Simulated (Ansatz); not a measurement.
# FGaH₂O: up Jacob's ladder to CCSD(T)

An exercise on one series of results from a longer session: the logs are not shown, and one member is left open.

Method: functionals in def2-TZVPP, the program's frozen cores in correlated methods; program: Ansatz 0.2.0, Gaussian basis.

Levels to be run: LDA (SPW92), PBE-D4, revPBE-D4, BLYP-D4, r2SCAN-D4, B97M-V, PBE0-D4, B3LYP-D4, r2SCANh-D4, r2SCAN0-D4, HSE06-D4, BHLYP-D4, CAM-B3LYP-D4, LC-ωPBE, ωB97X-V, ωB97M-V, B2PLYP, PBE-QIDH; CCSD(T)/def2-SVP; CCSD(T)/def2-TZVPP; MP2/def2-QZVPP; extrapolation to the limit; RPA on PBE.

## The geometry

The geometry comes from an earlier relaxation with PBE0-D4 in a triple-zeta def2 set; it is a stationary point.

SMILES `[OH][GaH][F]`, 5 atoms, charge 0, spin multiplicity 1.

Atoms are counted from 1 here; the program's logs count them from 0.

Bond lengths: O1–Ga2 1.771 Å, O1–H4 0.959 Å, Ga2–F3 1.746 Å, Ga2–H5 1.545 Å. Angles: Ga2–O1–H4 114.5°, O1–Ga2–F3 111.1°, O1–Ga2–H5 128.8°, F3–Ga2–H5 120.0°.

The first run:

in.yaml

```yaml
crystal:
  periodic: [false, false, false]
  atoms:
    - {symbol: O, position_ang: [-1.130375, -0.588679, -0.283753]}
    - {symbol: Ga, position_ang: [0.383693, 0.280486, 0.015583]}
    - {symbol: F, position_ang: [0.438293, 1.777785, -0.881224]}
    - {symbol: H, position_ang: [-1.210644, -1.420674, 0.187229]}
    - {symbol: H, position_ang: [1.569033, -0.122618, 0.920864]}
basis:
  gaussian: {orbitals: def2-TZVPP}
hamiltonian: {xc: lda}
output: {orbitals: {seedname: orbitals}}
```

Steps of the session up to this table: LDA; PBE-D4 (GGA); revPBE-D4 (GGA); BLYP-D4 (GGA); r2SCAN-D4 (meta-GGA); B97M-V (meta-GGA); PBE0-D4 (hybrid); B3LYP-D4 (hybrid); r2SCANh-D4 (hybrid); r2SCAN0-D4 (hybrid); HSE06-D4 (hybrid); BHLYP-D4 (hybrid); CAM-B3LYP-D4 (range-separated); LC-ωPBE-D4 (range-separated; the results give it without D4); ωB97X-V (range-separated); ωB97M-V (range-separated); B2PLYP (double hybrid); PBE-QIDH (double hybrid).

One table of the session follows, with a row left open; its other results are not shown here.

It belongs to the step «Frontier levels by functional». 

| functional | HOMO (eV) | gap (eV) |
| --- | --- | --- |
| LDA (SPW92) | -7.92 | 5.91 |
| PBE-D4 | -7.69 | 5.96 |
| revPBE-D4 | -7.60 | 6.00 |
| BLYP-D4 | -7.60 | 5.88 |
| r2SCAN-D4 | -8.06 | 6.65 |
| B97M-V | -8.13 | 6.46 |
| PBE0-D4 | ? | ? |
| B3LYP-D4 | -9.10 | 7.84 |
| r2SCANh-D4 | -8.69 | 7.55 |
| r2SCAN0-D4 | -9.64 | 8.90 |
| HSE06-D4 | -8.96 | 7.65 |
| BHLYP-D4 | -10.88 | 10.59 |
| CAM-B3LYP-D4 | -10.85 | 10.75 |
| LC-ωPBE | -12.18 | 13.33 |
| ωB97X-V | -11.83 | 12.84 |
| ωB97M-V | -11.72 | 12.46 |

Estimate the missing values for PBE0-D4.

As computed: HOMO (eV): -9.37; gap (eV): 8.42. In the column «HOMO (eV)» it lies between r2SCAN0-D4 (-9.64) and B3LYP-D4 (-9.10).
